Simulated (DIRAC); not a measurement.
# PBE/dyall-acv2z (DC, uncontracted yes) run of HBr (hydrogen bromide)

Aim: a point of an energy scan of HBr (hydrogen bromide). 

Program for the calculation: DIRAC 26.1 (patched).

16 further runs of the same task are left out: 16 set aside as unsound or not needed. Runs told in other sessions of the task aren't counted.

### Step 1. The system as given

HBr: 2 atoms, total charge 0, spin state singlet. As SMILES, `Br`.

Bond lengths: Br1–H2 1.442 Å.

### Step 2. A point of an energy scan at PBE/dyall-acv2z (DC, uncontracted yes)

Contents of BrH.xyz:

```xyz
2
geometry
Br      0.00000000      0.00000000      0.00000000
H       0.00000000      0.00000000      1.44218911
```

Contents of dft.inp:

```
**DIRAC
.TITLE
 BrH
.WAVE FUNCTION
**HAMILTONIAN
.DFT
PBE
**INTEGRALS
*READIN
.UNCONTRACT
**GRID
.ULTRAFINE
**WAVE FUNCTION
.SCF
**MOLECULE
*BASIS
.DEFAULT
dyall.acv2z
**END OF INPUT
```

Started as:

```console
$ pam --inp=dft.inp --mol=BrH.xyz --noarch --mw=163 --aw=368
```

The program printed:

```text
SCF - CYCLE
                                   -----------

* Convergence on norm of error vector (gradient).
  Desired convergence:1.000D-07
  Allowed convergence:1.000D-06

* ERGVAL - convergence in total energy
* FCKVAL - convergence in maximum change in total Fock matrix
* EVCVAL - convergence in error vector (gradient)
--------------------------------------------------------------------------------------------------------------------------------
           Energy               ERGVAL    FCKVAL    EVCVAL      Conv.acc    CPU          Integrals
--------------------------------------------------------------------------------------------------------------------------------
It.    1    -1514.345515197      0.00D+00  0.00D+00  0.00D+00               0.07351400s   Atom. scrpot
It.    2    -2607.156934836      1.09D+03 -3.18D+01  3.22D+00               1.88200000s   LL SL
It.    3    -2607.131680108     -2.53D-02  2.15D-01  7.46D-01   DIIS   2    1.63500000s   LL SL
It.    4    -2607.078747091     -5.29D-02 -3.37D-01  9.10D-01   DIIS   3    1.63900000s   LL SL
It.    5    -2607.212258772      1.34D-01  2.49D-01  7.47D-02   DIIS   4    1.63300000s   LL SL
It.    6    -2607.213735609      1.48D-03 -6.60D-02  3.98D-02   DIIS   5    1.62700000s   LL SL
It.    7    -2607.213916251      1.81D-04  2.43D-02  8.72D-03   DIIS   6    1.62500000s   LL SL
It.    8    -2607.213924933      8.68D-06  1.06D-03  1.59D-03   DIIS   7    1.61900000s   LL SL
It.    9    -2607.213925579      6.46D-07  2.60D-04  7.35D-05   DIIS   8    1.61000000s   LL SL
It.   10    -2607.213925580      6.06D-10 -1.98D-05  5.28D-06   DIIS   9    1.58600000s   LL SL
It.   11    -2607.213925580      5.14D-11  7.42D-07  9.99D-07   DIIS   9    1.56000000s   LL SL
It.   12    -2607.213925580     -2.18D-11 -2.73D-07  7.51D-08   DIIS   9    1.52700000s   LL SL
--------------------------------------------------------------------------------------------------------------------------------
* Convergence after   12 iterations.
      No 2-ints    :    0.07300000s
      LL SL        :    1.63118182s

                                   TOTAL ENERGY
                                   ------------

   Charge of molecule : 0

   Electronic energy                        :    -2620.0563487528048

   Other contributions to the total energy
   Nuclear repulsion energy                 :       12.8424228422027
   SS Coulombic correction                  :        0.0000003310410

   Sum of all contributions to the energy
   Total energy                             :    -2607.2139255795610

                                   Eigenvalues
                                   -----------

* Block   1 in E1 :  Omega =  1/2
  * Closed shell, f = 1.0000
   -489.2420255772  ( 2)       -63.6368131867  ( 2)       -57.3011175434  ( 2)       -55.5576625573  ( 2)        -8.7236421484  ( 2)
     -6.5214496308  ( 2)        -6.2743966443  ( 2)        -2.4573745660  ( 2)        -2.4181427135  ( 2)        -0.7543498531  ( 2)
     -0.4097727904  ( 2)        -0.2788887754  ( 2)
  * Virtual eigenvalues, f = 0.0000
     -0.0585441839  ( 2)         0.0123323370  ( 2)         0.0465177268  ( 2)         0.0585886042  ( 2)         0.1053013270  ( 2)
      0.1299522313  ( 2)         0.2423786048  ( 2)         0.3383794169  ( 2)         0.3498875909  ( 2)         0.4002672930  ( 2)
      0.6532623231  ( 2)         0.6946891683  ( 2)         0.8640867396  ( 2)         0.9214349227  ( 2)         1.0178439629  ( 2)
      1.1330932895  ( 2)         1.3283387607  ( 2)         1.6096638336  ( 2)         3.8905147828  ( 2)         3.9011740144  ( 2)
      3.9679260102  ( 2)         4.1317944503  ( 2)         5.4483280717  ( 2)         5.5387479354  ( 2)         5.9478260241  ( 2)
      8.2023783627  ( 2)        14.4573916653  ( 2)        14.5411890590  ( 2)        16.0995356311  ( 2)        16.1993107747  ( 2)
     25.2659163359  ( 2)        27.8029259087  ( 2)        28.5294144298  ( 2)        47.0796546730  ( 2)        47.2998643863  ( 2)
     60.0436299433  ( 2)       104.4759020955  ( 2)       106.5860812137  ( 2)       152.7654106126  ( 2)       153.6068041863  ( 2)
    155.8113612734  ( 2)       317.4968530856  ( 2)       345.0997662178  ( 2)       351.9793357832  ( 2)       566.1454074604  ( 2)
    571.6931980921  ( 2)      1098.4146125435  ( 2)      1124.8885093454  ( 2)      1206.7717464770  ( 2)      3617.1115640717  ( 2)
   3709.4827573858  ( 2)      3741.3940639866  ( 2)     10110.0844088545  ( 2)     13313.0784304978  ( 2)     14131.6684830142  ( 2)
  25234.6982371454  ( 2)     60025.7985242389  ( 2)    145991.9576304028  ( 2)    413300.2520624771  ( 2)

* Block   2 in E1 :  Omega =  3/2
  * Closed shell, f = 1.0000
    -55.5549337564  ( 2)        -6.2661360021  ( 2)        -2.4487865194  ( 2)        -2.4137531622  ( 2)        -0.2674286005  ( 2)
  * Virtual eigenvalues, f = 0.0000
      0.0601251467  ( 2)         0.1302590450  ( 2)         0.2114360444  ( 2)         0.3390033273  ( 2)         0.6680030350  ( 2)
      0.8649346240  ( 2)         0.9098371142  ( 2)         1.1342551100  ( 2)         3.8775083026  ( 2)         3.8910105014  ( 2)
      3.8955501099  ( 2)         3.9751181505  ( 2)         5.5840742255  ( 2)        14.4099674755  ( 2)        14.5038813148  ( 2)
     16.0870064986  ( 2)        16.1076137926  ( 2)        28.3594470278  ( 2)        47.0423751741  ( 2)        47.2713585655  ( 2)
    106.4664867087  ( 2)       152.7394334492  ( 2)       153.5887958807  ( 2)       351.8885695430  ( 2)       566.1292208531  ( 2)
    571.6815897203  ( 2)      1124.8210951278  ( 2)      3741.3500314112  ( 2)     14131.6499432750  ( 2)

* Block   3 in E1 :  Omega =  5/2
  * Closed shell, f = 1.0000
     -2.4066257045  ( 2)
  * Virtual eigenvalues, f = 0.0000
      0.2121545445  ( 2)         0.9133544592  ( 2)         3.8794925461  ( 2)         3.8920414716  ( 2)         3.9089303583  ( 2)
     14.4681165948  ( 2)        16.0910636911  ( 2)        16.1028973700  ( 2)        47.2471850892  ( 2)       153.5721254025  ( 2)
    571.6714546585  ( 2)

* Block   4 in E1 :  Omega =  7/2
  * Virtual eigenvalues, f = 0.0000
      3.8933788936  ( 2)        16.1085827919  ( 2)

* Occupation in fermion symmetry E1
  * Inactive orbitals
      1/2  1/2  1/2  1/2  3/2  1/2  1/2  1/2  3/2  1/2  3/2  1/2  3/2  5/2  1/2  1/2  1/2  3/2
  * Virtual orbitals
      1/2  1/2  1/2  1/2  3/2  1/2  1/2  3/2  3/2  5/2  1/2  1/2  3/2  1/2  1/2  1/2  3/2  1/2
      1/2  3/2  3/2  5/2  1/2  1/2  1/2  3/2  1/2  1/2  3/2  5/2  1/2  3/2  5/2  7/2  3/2  1/2
      5/2  1/2  3/2  1/2  1/2  1/2  3/2  1/2  1/2  3/2  1/2  5/2  3/2  1/2  3/2  5/2  1/2  5/2
      3/2  7/2  1/2  1/2  1/2  3/2  1/2  3/2  1/2  5/2  3/2  1/2  1/2  1/2  3/2  1/2  3/2  1/2
      5/2  3/2  1/2  1/2  1/2  1/2  3/2  1/2  3/2  1/2  5/2  3/2  1/2  1/2  3/2  1/2  1/2  1/2
      1/2  3/2  1/2  1/2  1/2  3/2  1/2  1/2  1/2  1/2  1/2

* Occupation of subblocks
                       E1 :   1/2  3/2  5/2  7/2
  closed shells (f=1.0000):   12    5    1    0
 virtual shells (f=0.0000):   59   29   11    2
tot.num. of pos.erg shells:   71   34   12    2

* HOMO - LUMO gap:

    E(LUMO) :    -0.05854418 au (symmetry E1 )
  - E(HOMO) :    -0.26742860 au (symmetry E1 )
  ------------------------------------------
    gap     :     0.20888442 au

 * Closing HDF5 checkpoint file
    - Checkpoint file contains all required data, can be used for restarts
    - Checkpoint file closed

*****************************************************
********** E N D   of   D I R A C  output  **********
*****************************************************

>>>> Total WALL time used in DIRAC: 18s
```

It took 18 s on 1 thread of Arm Neoverse V2, shared host; peak memory 0.077 GiB.

### Step 3. Summary of results

At PBE/dyall-acv2z (DC, uncontracted yes):

| quantity | value |
| --- | --- |
| total energy | -2607.21393 Eh |
| HOMO energy | -7.28 eV |
| LUMO energy | -1.59 eV |
| HOMO–LUMO gap | 5.68 eV |
